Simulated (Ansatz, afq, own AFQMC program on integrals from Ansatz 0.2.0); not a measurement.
**InH2+ (singlet): quantum Monte Carlo beside coupled cluster, def2-TZVPP**

The task here is to estimate one member of a computed series from the others.

Computed with Ansatz 0.2.0, Gaussian basis, and an in-house AFQMC program (afq) on its integrals; all values are calculated. Level: def2-TZVPP, frozen cores.

To be run: Full CI; PBE (unrestricted); r2SCAN (unrestricted); PBE0 (unrestricted); B3LYP (unrestricted); wB97M-V (unrestricted); B2PLYP (unrestricted); CCSD(T) on RHF; Full CI; CCSDT(Q) on RHF; CCSD(T) on RHF; Phaseless AFQMC, CISD trial on RHF; Phaseless AFQMC, single-determinant trial on RHF; Free-projection AFQMC, CISD trial on RHF; UHF.

## The system

The geometry is a PBE0/def2-TZVP stationary point (not a proven minimum). No spin-orbit coupling is included. Elements past krypton take def2 core potentials.

3 atoms, charge 1, spin multiplicity 1.

Atoms are counted from 1 here; the program's logs count them from 0.

Bond lengths: In1–H2 1.665 Å, In1–H3 1.665 Å. Angles: H2–In1–H3 180.0°.

As a file:

```xyz
3
charge 1, multiplicity 1
In    0.0000    0.0000    0.0000
H     0.0000    0.0000   -1.6654
H     0.0000    0.0000    1.6654
```

Set-up of the first run:

in.yaml

```yaml
crystal:
  periodic: [false, false, false]
  atoms:
    - {symbol: In, position_ang: [0.000000, 0.000000, 0.000000]}
    - {symbol: H, position_ang: [0.000000, 0.000000, -1.665400]}
    - {symbol: H, position_ang: [0.000000, 0.000000, 1.665400]}
basis:
  gaussian: {orbitals: def2-TZVPP}
total_charge: 1
correlation: {method: fci, electrons: outside_noble_gas}
```

Command:

```sh
ansatz run in.yaml --threads 1 --pin off --events-out ev --progress --plain --max-ram 1843MiB
```

Among the steps run: Full CI; PBE (unrestricted); r2SCAN (unrestricted); PBE0 (unrestricted); B3LYP (unrestricted); wB97M-V (unrestricted); B2PLYP (unrestricted); CCSD(T) on RHF; CCSDT(Q) on RHF; Phaseless AFQMC, CISD trial on RHF; Phaseless AFQMC, single-determinant trial on RHF; Free-projection AFQMC, CISD trial on RHF; UHF.

One of the session's tables, all rows but one given; the rest of the session is left out.

On the RHF determinant, counted from full CI (exact for this spin and basis):

```
                                                             level  from full CI (kcal/mol)
                                                                HF                   +44.89
                                                               MP2                   +10.22
                                                              CCSD                    +0.62
                                                           CCSD(T)                        ?
                                                          CCSDT(Q)                     0.00
                                                           full CI                     0.00
               Phaseless AFQMC, CISD trial, step 0.005, 60 walkers                    -0.10
Phaseless AFQMC, single-determinant trial, step 0.005, 120 walkers                    -0.47
          Free-projection AFQMC, CISD trial, step 0.03, 60 walkers                    +0.06
```

Q: Estimate the row for CCSD(T) from the others.

The run gave: from full CI (kcal/mol): +0.16. In the column «from full CI (kcal/mol)» it lies between Free-projection AFQMC, CISD trial, step 0.03, 60 walkers (+0.06) and CCSD (+0.62).

The functionals' totals stand on their own zeros and serve differences with other points: PBE -5198.093 eV; r2SCAN -5200.007 eV; PBE0 -5198.112 eV; B3LYP -5200.118 eV; wB97M-V -5196.527 eV; B2PLYP -5190.426 eV.

Caveats from the session: On the RHF determinant, counted from full CI (exact for this spin and basis): On RHF the phaseless walk with the CISD trial lies -0.10 kcal/mol from full CI, within three error bars. Error bars are statistical and leave out the constraint, the time step and what remains of the start. In carries a core potential, and spin-orbit coupling is left out.
